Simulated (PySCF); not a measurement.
# AlSb: from the state search to spectroscopic constants

The task here is to estimate one member of a computed series from the others.

The runs use PySCF 2.14.0; Al cc-pV(D+d)Z, Sb cc-pVDZ-PP with ECP28, scalar-relativistic core potentials.

Set-up of the first run:

The job is set up so:

| Quantity | Value |
| --- | --- |
| atoms | Al, Sb |
| charge | 0 |
| basis | Al cc-pV(D+d)Z, Sb cc-pVDZ-PP with ECP28 |
| Hamiltonian | scalar-relativistic core potentials |
| basis functions | 46 |
| electrons treated | 36 |
| masses in u | 26.9815, 120.9038 |
| levels | PBE0, PBE, r²SCAN, M06-2X, M06-L, revPBE, LC-ωPBE, HF, MP2, SCS-MP2, CCSD, CCSD(T) |
| grid | 80 radial by 434 angular points |
| occupations | held fixed by the projection of orbital angular momentum |
| dissociation limit | Al + Sb, each in its ground configuration |
| starting distance in angstrom | 2.560 |
| values of 2S to try | 0, 2, 4 |

Launch:

```console
> OMP_NUM_THREADS=1 python dia.py task.json out
```

Steps of the session up to this table: Set-up; First curve: PBE0; Higher solutions at PBE0; PBE (GGA); r²SCAN; M06-2X; M06-L (meta-GGA); revPBE; LC-ωPBE (range-separated hybrid); UHF; Adding correlation.

One of the session's tables, all rows but one given; the rest of the session is left out.

Energy (eV) from each level's lowest point:

```
R (Å)    UHF  UHF-MP2  UHF-SCS-MP2  UHF-CCSD  UHF-CCSD(T)
2.379  0.687    0.650        0.672       n/a          n/a
2.489  0.318    0.291        0.308     0.308        0.311
2.600  0.110    0.094        0.104     0.104        0.106
2.683  0.030    0.022        0.027     0.027        0.028
2.766  0.000    0.000        0.000     0.000        0.000
2.849  0.007    0.015        0.010     0.010        0.009
2.960      ?        ?            ?         ?            ?
3.098  0.163    0.212        0.193     0.178        0.173
3.264  0.309    0.430        0.407     0.350        0.345
3.485  0.469    0.731        0.708       n/a          n/a
```

Estimate the missing values for R (Å) = 2.960.

Worked estimate for «UHF». A straight line through the neighbours (2.849, 0.007) and (3.098, 0.163) gives 0.007 + (0.163 − 0.007) × (2.960 − 2.849) / (3.098 − 2.849) = 0.077; a parabola fitted to 4 rows on both sides gives 0.066.

**Answer.** UHF: 0.057; UHF-MP2: 0.079; UHF-SCS-MP2: 0.068; UHF-CCSD: 0.065; UHF-CCSD(T): 0.062. In «UHF» the line misses by +0.020 and the parabola by +0.009.
